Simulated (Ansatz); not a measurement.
# ClFH2NOV: the cost of one run

The runs use Ansatz 0.2.0, Gaussian basis; the settings change from run to run.

## 1. The geometry

The structure was relaxed beforehand with PBE0-D4 in a triple-zeta def2 set.

SMILES `[NH2][V](=[O])([F])[Cl]`, 7 atoms, charge 0, spin multiplicity 1.

Atoms are counted from 1 here; the program's logs count them from 0.

Bond lengths: N1–V2 1.797 Å, N1–H6 1.009 Å, N1–H7 1.012 Å, V2–O3 1.545 Å, V2–F4 1.732 Å, V2–Cl5 2.160 Å. Angles: V2–N1–H6 125.4°, V2–N1–H7 121.8°, H6–N1–H7 112.8°, N1–V2–O3 104.3°, N1–V2–F4 110.4°, N1–V2–Cl5 109.5°, O3–V2–F4 111.8°, O3–V2–Cl5 110.6°, F4–V2–Cl5 110.0°.

## 2. B3LYP5/aug-pcseg-2

Options: charge +1, multiplicity 2, relativity set to none, high accuracy.

File in.yaml:

```yaml
crystal:
  periodic: [false, false, false]
  atoms:
    - {symbol: N, position_ang: [-0.406128, 0.383886, 0.948386]}
    - {symbol: V, position_ang: [0.269016, -0.359918, -0.541199]}
    - {symbol: O, position_ang: [1.516230, -1.128999, -0.052461]}
    - {symbol: F, position_ang: [-0.894756, -1.416118, -1.269571]}
    - {symbol: Cl, position_ang: [0.829937, 1.194635, -1.931445]}
    - {symbol: H, position_ang: [0.000809, 0.321828, 1.869560]}
    - {symbol: H, position_ang: [-1.253907, 0.936684, 0.930928]}
basis:
  gaussian: {orbitals: aug-pcseg-2}
total_charge: 1
magnetization: {spin_polarized: true, initial_magnetization: 1}
hamiltonian: {xc: {name: B3LYP5}, pseudopotentials: {relativity: none}}
accuracy: high
```

On the command line:

```sh
ansatz run in.yaml --threads 4 --pin off --events-out ev --progress --plain --max-ram 10444MiB
```

What time and memory should one allow on 4 threads of AMD EPYC, shared host?

About 2.2 min, with a peak of 3.8 GiB.
